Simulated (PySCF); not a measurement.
# [Gd(SH)2]+: forces at shaken geometries

Aim: move all atoms of relaxed [Gd(SH)2]+ at random and read energies and forces. The structure is generated, not taken from experiment.

The runs use PySCF 2.14.0; BP86, Gd lcecp-1-SVP with ECP53, S def2-SVP, H def2-SVP; scalar-relativistic core potentials, no spin–orbit coupling.

3 further runs of the same task are left out: 2 for a known fault of the program, 1 that didn't finish.

**1. Where the work starts**

5 atoms, charge 1, spin multiplicity 1.

Bond lengths: Gd1–S2 2.518 Å, Gd1–S4 2.518 Å, S2–H3 1.369 Å, S4–H5 1.369 Å. Angles: S2–Gd1–S4 110.0°, Gd1–S2–H3 98.2°, Gd1–S4–H5 98.2°.

Coordinates:

```
Gd   -0.0052   -1.4894    0.4190
S    -0.0003    0.4589    2.0144
H     0.0038    1.4689    1.0909
S    -0.0003   -0.6586   -1.9582
H     0.0038    0.6847   -1.6967
```

Formal oxidation states: Gd +3. Each metal's 7 4f electrons lie in its core potential, so multiplicities, spins and levels count the valence alone. An earlier session relaxed this geometry at BP86, Gd lcecp-1-SVP with ECP53, S def2-SVP, H def2-SVP (singlet, point group C2v).

Its energy there is -833.224771 Eh.

**2. Atoms moved at random, σ = 0.1 Å**

run.py (the lines that set the calculation)

```python
mol = gto.M(atom='''
Gd    -0.15616    -1.48548     0.47529
S      0.06435     0.64427     1.99600
H      0.04502     1.26755     0.99624
S     -0.00293    -0.58669    -1.91981
H      0.05134     0.62476    -1.67836''',
    basis={'Gd': 'lcecp-1-SVP', 'S': 'def2-SVP', 'H': 'def2-SVP'},
    ecp={'Gd': 'lcecp-1-SVP'},
    charge=1, spin=0)
mf = dft.RKS(mol, xc='B88,P86')
mf.grids.atom_grid = (50, 194)  # f atoms: unpruned, at least (60, 302)
mf = mf.density_fit()  # fitting sets: Gd AutoAux, S def2-universal-JKFIT, H def2-universal-JKFIT
mf.conv_tol = 1e-08; mf.max_cycle = 55
mf.kernel(dm0)  # dm0: the density of the relaxed state
```

Launch:

```sh
> OMP_NUM_THREADS=2 python run.py
```

**3. Atoms moved at random, σ = 0.06 Å**

run.py (the lines that set the calculation)

```python
mol = gto.M(atom='''
Gd     0.09021    -1.56961     0.43326
S      0.01467     0.44074     1.98162
H     -0.05725     1.53525     1.03147
S     -0.00268    -0.58180    -1.90799
H     -0.04332     0.63984    -1.66901''',
    basis={'Gd': 'lcecp-1-SVP', 'S': 'def2-SVP', 'H': 'def2-SVP'},
    ecp={'Gd': 'lcecp-1-SVP'},
    charge=1, spin=0)
mf = dft.RKS(mol, xc='B88,P86')
mf.grids.atom_grid = (50, 194)  # f atoms: unpruned, at least (60, 302)
mf = mf.density_fit()  # fitting sets: Gd AutoAux, S def2-universal-JKFIT, H def2-universal-JKFIT
mf.conv_tol = 1e-08; mf.max_cycle = 55
mf.kernel(dm0)  # dm0: the density of the relaxed state
```

**4. Atoms moved at random, σ = 0.06 Å**

run.py (the lines that set the calculation)

```python
mol = gto.M(atom='''
Gd     0.05424    -1.48845     0.49014
S     -0.03920     0.43147     2.00572
H      0.06199     1.49939     1.08165
S     -0.03811    -0.65591    -1.98386
H     -0.03730     0.67791    -1.72430''',
    basis={'Gd': 'lcecp-1-SVP', 'S': 'def2-SVP', 'H': 'def2-SVP'},
    ecp={'Gd': 'lcecp-1-SVP'},
    charge=1, spin=0)
mf = dft.RKS(mol, xc='B88,P86')
mf.grids.atom_grid = (50, 194)  # f atoms: unpruned, at least (60, 302)
mf = mf.density_fit()  # fitting sets: Gd AutoAux, S def2-universal-JKFIT, H def2-universal-JKFIT
mf.conv_tol = 1e-08; mf.max_cycle = 55
mf.kernel(dm0)  # dm0: the density of the relaxed state
```

**Question.** What will these runs give? Wanted: for each run, σ; energy rise; harmonic estimate −½ F·u; largest force component.

The runs gave:

| σ (Å) | energy rise (eV) | harmonic estimate −½ F·u (eV) | largest force component (eV/Å) |
| --- | --- | --- | --- |
| 0.1 | 0.984 | 0.945 | 6.44 |
| 0.06 | 0.320 | 0.343 | 4.19 |
| 0.06 | 0.102 | 0.101 | 1.44 |

Every displacement raises the energy. For a harmonic well the rise equals −½ F·u; the two differ by at most 7 % here (a move with σ = 0.06 Å), from anharmonicity, the grid and the small forces left at the relaxed point. These are double-zeta-type bases without diffuse functions. Spin–orbit coupling is left out.
